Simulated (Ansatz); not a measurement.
# CH₆OSiTe: one species, many methods

The task here is to estimate one member of a computed series from the others.

The runs use Ansatz 0.2.0, Gaussian basis; functionals in def2-TZVPP, the program's frozen cores in correlated methods.

Plan: PBE-D4, r2SCAN-D4, PBE0-D4, B3LYP-D4, ωB97X-V, ωB97M-V, B2PLYP; CCSD(T)/def2-TZVPP; MP2/def2-QZVPP; extrapolation to the limit.

## Structure used throughout

The geometry comes from an earlier relaxation with PBE0-D4 in a triple-zeta def2 set; it is a stationary point, not always the lowest conformer. Te takes the def2 core potential; no spin-orbit term is included.

SMILES `O[SiH2]C[TeH]`, 10 atoms, charge 0, spin multiplicity 1.

Atoms are counted from 1 here; the program's logs count them from 0.

Bond lengths: O1–Si2 1.644 Å, O1–H5 0.962 Å, Si2–C3 1.870 Å, Si2–H6 1.484 Å, Si2–H7 1.490 Å, C3–Te4 2.154 Å, C3–H8 1.093 Å, C3–H9 1.090 Å, Te4–H10 1.659 Å. Angles: Si2–O1–H5 114.8°, O1–Si2–C3 110.5°, O1–Si2–H6 105.6°, O1–Si2–H7 112.3°, C3–Si2–H6 111.4°, C3–Si2–H7 107.4°, H6–Si2–H7 109.7°, Si2–C3–Te4 109.7°, Si2–C3–H8 110.9°, Si2–C3–H9 114.3°, Te4–C3–H8 104.4°, Te4–C3–H9 108.5°, H8–C3–H9 108.5°, C3–Te4–H10 93.4°.

The first run:

Contents of in.yaml:

```yaml
crystal:
  periodic: [false, false, false]
  atoms:
    - {symbol: O, position_ang: [-1.658434, 0.590621, -0.849089]}
    - {symbol: Si, position_ang: [-0.506093, 0.861536, 0.291668]}
    - {symbol: C, position_ang: [0.350643, -0.735726, 0.750942]}
    - {symbol: Te, position_ang: [1.138697, -1.670642, -1.021928]}
    - {symbol: H, position_ang: [-1.369371, 0.058148, -1.596536]}
    - {symbol: H, position_ang: [-1.222126, 1.445832, 1.453249]}
    - {symbol: H, position_ang: [0.542586, 1.809121, -0.179341]}
    - {symbol: H, position_ang: [-0.363296, -1.461899, 1.147179]}
    - {symbol: H, position_ang: [1.161057, -0.619405, 1.470348]}
    - {symbol: H, position_ang: [2.009437, -0.328785, -1.463595]}
basis:
  gaussian: {orbitals: def2-TZVPP}
hamiltonian: {xc: pbe, dispersion: d4}
output: {forces: true, orbitals: {seedname: orbitals}}
```

The run is started by

```
$ ansatz run in.yaml --threads 4 --pin off --events-out ev --progress --plain --max-ram 10444MiB
```

Among the steps run: PBE-D4 (GGA); r2SCAN-D4 (meta-GGA); PBE0-D4 (hybrid); B3LYP-D4 (hybrid); ωB97X-V (range-separated); ωB97M-V (range-separated); B2PLYP (double hybrid); CCSD(T) in def2-TZVPP; MP2 in def2-QZVPP.

One of the session's tables, all rows but one given; the rest of the session is left out.

```
            method  atomisation energy (eV)
            PBE-D4                   34.522
         r2SCAN-D4                   34.217
           PBE0-D4                   33.996
          B3LYP-D4                   34.180
           ωB97X-V                   34.365
           ωB97M-V                   34.235
            B2PLYP                   33.776
     HF/def2-TZVPP                   24.532
    MP2/def2-TZVPP                   33.790
   CCSD/def2-TZVPP                   32.957
CCSD(T)/def2-TZVPP                   33.469
           MP2/CBS                   34.870
       CCSD(T)/CBS                        ?
```

Estimate the missing values for CCSD(T)/CBS.

**Answer.** atomisation energy (eV): 34.550. In the column «atomisation energy (eV)» it lies between PBE-D4 (34.522) and MP2/CBS (34.870).
